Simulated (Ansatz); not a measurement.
# C3H7NSn: how energies converge with the basis set

Aim: see how fast density functionals converge with the basis set for C3H7NSn.

Computed with Ansatz 0.2.0, Gaussian basis. Level: one geometry, several basis sets.

The runs, in order: PBE0-D4/def2-SVP; ωB97M-V/def2-SVP; PBE0-D4/def2-QZVPP; ωB97M-V/def2-QZVPP; the functionals' def2-TZVPP values are taken from earlier runs.

## (1) Structure used throughout

An earlier PBE0-D4 in a triple-zeta def2 set relaxation fixed the geometry. Sn takes the def2 core potential; no spin-orbit term is included.

SMILES `CC1=N[CH]1[SnH3]`, 12 atoms, charge 0, spin multiplicity 1.

Atoms are counted from 1 here; the program's logs count them from 0.

Bond lengths: C1–C2 1.465 Å, C1–H6 1.091 Å, C1–H7 1.093 Å, C1–H8 1.093 Å, C2–N3 1.246 Å, C2–C4 1.449 Å, N3–C4 1.549 Å, C4–Sn5 2.140 Å, C4–H9 1.090 Å, Sn5–H10 1.707 Å, Sn5–H11 1.710 Å, Sn5–H12 1.711 Å. Angles: C2–C1–H6 110.8°, C2–C1–H7 109.9°, C2–C1–H8 109.6°, H6–C1–H7 109.7°, H6–C1–H8 109.6°, H7–C1–H8 107.1°, C1–C2–N3 141.4°, C1–C2–C4 148.9°, N3–C2–C4 69.7°, C2–N3–C4 61.3°, C2–C4–N3 49.0°, C2–C4–Sn5 123.3°, C2–C4–H9 117.6°, N3–C4–Sn5 118.5°, N3–C4–H9 114.3°, Sn5–C4–H9 116.3°, C4–Sn5–H10 110.7°, C4–Sn5–H11 108.0° and more.

## (2) PBE0-D4 in def2-SVP

Input file in.yaml:

```yaml
crystal:
  periodic: [false, false, false]
  atoms:
    - {symbol: C, position_ang: [-1.202699, -1.330969, 1.201452]}
    - {symbol: C, position_ang: [-0.749492, -0.014448, 0.744804]}
    - {symbol: N, position_ang: [-1.184636, 1.108477, 0.423895]}
    - {symbol: C, position_ang: [0.342362, 0.855833, 0.358997]}
    - {symbol: Sn, position_ang: [1.283009, 0.777299, -1.561532]}
    - {symbol: H, position_ang: [-2.288830, -1.355160, 1.297859]}
    - {symbol: H, position_ang: [-0.742022, -1.569947, 2.163377]}
    - {symbol: H, position_ang: [-0.880313, -2.097206, 0.491105]}
    - {symbol: H, position_ang: [0.911179, 1.336052, 1.155859]}
    - {symbol: H, position_ang: [1.340880, 2.330123, -2.268218]}
    - {symbol: H, position_ang: [0.368987, -0.270831, -2.555808]}
    - {symbol: H, position_ang: [2.878476, 0.175780, -1.417893]}
basis:
  gaussian: {orbitals: def2-SVP}
hamiltonian: {xc: pbe0, dispersion: d4}
output: {orbitals: {seedname: orbitals}}
```

After this run come: ωB97M-V in def2-SVP; PBE0-D4 in def2-QZVPP; ωB97M-V in def2-QZVPP.

Q: Predict the results of all the runs planned. Wanted: PBE0-D4: double and triple zeta above quadruple; ωB97M-V: double and triple zeta above quadruple.

The runs gave:

```
                                       quantity          value
PBE0-D4: double and triple zeta above quadruple  5.75, 0.31 eV
ωB97M-V: double and triple zeta above quadruple  6.03, 0.30 eV
```

What this shows: PBE0-D4 gains 5.44 eV from double to triple zeta, then 0.31 eV more. These are total energies; as a rule much of such shifts cancels in differences, which this series doesn't test. The LUMO of ωB97M-V is positive and keeps falling with the basis (2.15 to 1.25 eV): an unbound level that the basis holds in place.
